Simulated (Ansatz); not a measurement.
# MgO (Periclase): the cost of one run

Computed with the Python package of Ansatz 0.2.0. The levels of theory stand in the script.

The COD entry's cell or inner coordinates are ideal or old and differ from later refinements, so a difference from it is no clean test against experiment.

### Step 1. The system

Symmetry: Fm-3m, No. 225, cubic system. The conventional cell has a = 4.217 Å, b = 4.217 Å, c = 4.217 Å, α = 90.00°, β = 90.00°, γ = 90.00°. Mg (site symmetry m-3m) is surrounded by 6 O at 2.11 Å. O (site symmetry m-3m) has 6 Mg at 2.11 Å as nearest neighbours.

No structure file is read: the coordinates are typed or built in the script.

### Step 2. The code

The input, ddh_mgo.py:

```python
"""Dielectric-dependent hybrid for MgO."""

from dataclasses import dataclass

import ansatz as az
import numpy as np


@dataclass
class Settings:
    smearing: str = "fixed"


settings = Settings()


def count_gap(report):
    # lowest empty less highest filled band, counting bands; zero where they overlap
    return max(report.get("gap_by_band_count_ev") or 0.0, 0.0)

lattice = az.Lattice.of(
    (0.0, 2.1085, 2.1085),
    (2.1085, 0.0, 2.1085),
    (2.1085, 2.1085, 0.0),
)
sites = [
    ("Mg", (0.0, 0.0, 0.0)),
    ("O", (0.5, 0.5, 0.5)),
]
crystal = az.Crystal(lattice=lattice)
for symbol, position in sites:
    crystal = crystal.atom(symbol, position)

setup = (
    crystal.calculation()
    .kpoints(6)
    .occupations(settings.smearing)
    .band_table()
)
semilocal = setup.functional("pbesol").run(threads=1).report
hybrid = setup.functional(exchange="pbesol", correlation="pbesol", exact_fraction="inverse_dielectric").run(threads=1).report
alpha = hybrid["hybrid"]["exact_exchange_fraction"]
print(f"fraction of exact exchange {alpha:.4f}, so eps_inf = {1 / alpha:.2f}")
print(f"gap by band count: {count_gap(semilocal):.3f} eV semilocal, {count_gap(hybrid):.3f} eV hybrid")
```

### Step 3. The input behind the calls

The package turns the script's settings into the engine's input (first run):

```yaml
crystal:
  lattice:
    - [0.0, 2.1085, 2.1085]
    - [2.1085, 0.0, 2.1085]
    - [2.1085, 2.1085, 0.0]
  atoms:
    - { symbol: Mg, position: [0.0, 0.0, 0.0] }
    - { symbol: O, position: [0.5, 0.5, 0.5] }
kpoints:
  mp_grid:
    grid: [6, 6, 6]
hamiltonian:
  xc: pbesol
scf:
  occupations:
    method: fixed
output:
  eigenvalues: true
```

### Step 4. The run

Run with:

```sh
python ddh_mgo.py
```

What time and memory should one allow on 1 thread of Arm Neoverse V2, shared host?

About 11 s, with a peak of 0.65 GiB.
